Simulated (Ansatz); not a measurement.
# Cu on Pd (Palladium) (111)

The task, for Pd (Palladium): prepare the clean (111) slab, then find where and how strongly Cu adsorbs.

Program: Ansatz 0.2.0. Level of theory: DFT PBE, scalar-relativistic, plane waves, PAW. These are calculated values, not measurements.

## 1. The system as given

Symmetry: Fm-3m, No. 225, cubic system. The conventional cell has a = 3.942 Å, b = 3.942 Å, c = 3.942 Å, α = 90.00°, β = 90.00°, γ = 90.00°. Around Pd (site symmetry m-3m) lie 12 Pd at 2.79 Å.

Coordinates:

```cif
data_structure
_symmetry_space_group_name_H-M 'Fm-3m'
_symmetry_Int_Tables_number 225
_cell_length_a 3.9424
_cell_length_b 3.9424
_cell_length_c 3.9424
_cell_angle_alpha 90.000
_cell_angle_beta 90.000
_cell_angle_gamma 90.000
_cell_volume 61.27
loop_
_atom_site_label
_atom_site_type_symbol
_atom_site_symmetry_multiplicity
_atom_site_Wyckoff_symbol
_atom_site_fract_x
_atom_site_fract_y
_atom_site_fract_z
_atom_site_occupancy
Pd1 Pd 4 a 0.00000 0.00000 0.00000 1
```

This cell was relaxed beforehand with the same method: volume 15.32 Å³/atom, gap on the mesh none (metal).

## 2. Cutting the slab

Miller indices refer to the conventional cell of the relaxed bulk, Fm-3m (No. 225): a = 3.942 Å, b = 3.942 Å, c = 3.942 Å, α = 90.00°, β = 90.00°, γ = 90.00°.

A (111) slab, 6.8 Å thick as cut, with 17 Å of vacuum; its outer planes are Pd (top) and Pd (bottom).

The slab as cut. Layers, bottom to top:

| plane | atoms per cell | height over the lowest (Å) |
| --- | --- | --- |
| 1 | Pd | 0.00 |
| 2 | Pd | 2.28 |
| 3 | Pd | 4.55 |
| 4 | Pd | 6.83 |

## 3. Relaxing the clean slab

Input file input.yaml:

```yaml
crystal:
  lattice:
    - [2.7876806238, 0.0, 0.0]
    - [-1.3938403119, 2.4142022378, 0.0]
    - [0.0, 0.0, 23.8283950941]
  atoms:
    - { symbol: Pd, position: [0.6666666667, 0.3333333333, 0.3567172681] }
    - { symbol: Pd, position: [0.3333333333, 0.6666666667, 0.4522390894] }
    - { symbol: Pd, position: [0.0, 0.0, 0.5477609106] }
    - { symbol: Pd, position: [0.6666666667, 0.3333333333, 0.6432827319] }
basis:
  ecutwfc: 420
kpoints:
  mp_grid: { grid: [12, 12, 1] }
hamiltonian:
  xc: pbe
scf:
  occupations: { method: gaussian, width: 0.1 }
output:
  forces: true
  eigenvalues: true
  write_density: true
  write_potential: true
  elf: true
  volumetric_format: npy
relax:
  adjacent_minimum: "off"
  f_tol: 0.03
  max_steps: 70
  constraints: [{ sites: [0, 1] }]
efield:
  axis: 3
  dipole_correction: true
```

Started as:

```
$ ansatz run input.yaml --threads 2 --pin off --max-ram 5120MiB --backend cpu --events-out ev --progress --plain --runs-dir out
```

The session goes on with these runs: start: Cu, top (Pd); Cu at the hollow (nearest Pd) site; start: Cu, bridge (Pd-Pd).

**Question.** What will these runs give? Wanted: clean slab: work function; Cu: lowest end.

**Answer**, as computed:

| quantity | value |
| --- | --- |
| clean slab: work function | 5.27 eV |
| Cu: lowest end | E_ads -3.57 eV, from the bridge (Pd-Pd) start, 3 bonded, 2.06 Å high |

What this shows: Cu binds with 3.57 eV at best, a strong chemical bond when counted from the free atom, not from the element's molecule or solid; the ends span 0.48 eV. On the way to the lowest end the anchoring atom slid 0.8 Å from where it was put. It lowers the work function by 0.62 eV, as a dipole layer with its positive end outwards does. The slab runs have no spin polarisation, while the free adsorbate has its spin; a moment that survived on the surface would lower E_ads. A start on a symmetric site keeps its symmetry, so an end may be a saddle point and not a minimum.
